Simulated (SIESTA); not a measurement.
**PtRh3 under changes of volume**

One of the cells (14.444 Å³/atom); the others are scaled copies at fixed shape and fractional positions:

```
Pt Rh
1.0
     3.86592    0.00000    0.00000
     0.00000    3.86592    0.00000
     0.00000    0.00000    3.86592
Pt Rh
1 3
Direct
  0.50000 0.50000 0.50000
  0.00000 0.00000 0.50000
  0.00000 0.50000 0.00000
  0.50000 0.00000 0.00000
```

The cell comes from a database or a generator and needn't be the stable form of this composition.

- Program: SIESTA 5.4.2
- Functional: PBEsol
- Potentials or basis: PseudoDojo 0.4 standard (PBEsol files)
- Basis: DZP (energy shift 0.003 Ry; two zetas on semicore shells)
- Grid cutoff: 800 Ry
- Energy shift: 0.003 Ry
- k mesh: 7 × 7 × 7
- Occupations: fermi-dirac, width 0.05 eV
- Spin: no spin polarisation

```csv
volume (Å³/atom),energy over the lowest point (meV/atom),pressure (GPa)
13.311,38.70,18.5
13.595,12.97,11.0
13.878,0.00,4.2
14.444,6.64,-7.2
14.728,23.70,-11.8
15.011,?,?
```

Task: What does the run at 15.011 Å³/atom give?

Result: Energy over the lowest point 48.74 meV/atom; pressure -16.0 GPa.

Worked out: A Birch-Murnaghan fit of order 3 (a polynomial in V^(-2/3)) to the other rows has its minimum at 14.06 Å³/atom with B0 = V·E''(V) = 291 GPa and B' = 5.2. It gives 48.46 meV/atom at 15.011 Å³/atom, against the run's 48.74, and -dE/dV = -16.0 GPa, against -16.0.

Energies are extrapolated to zero smearing.

Caveats: short orbitals over semicore shells can move pressures by several GPa; the basis of atomic orbitals isn't converged, which shifts pressures, moduli and gaps.
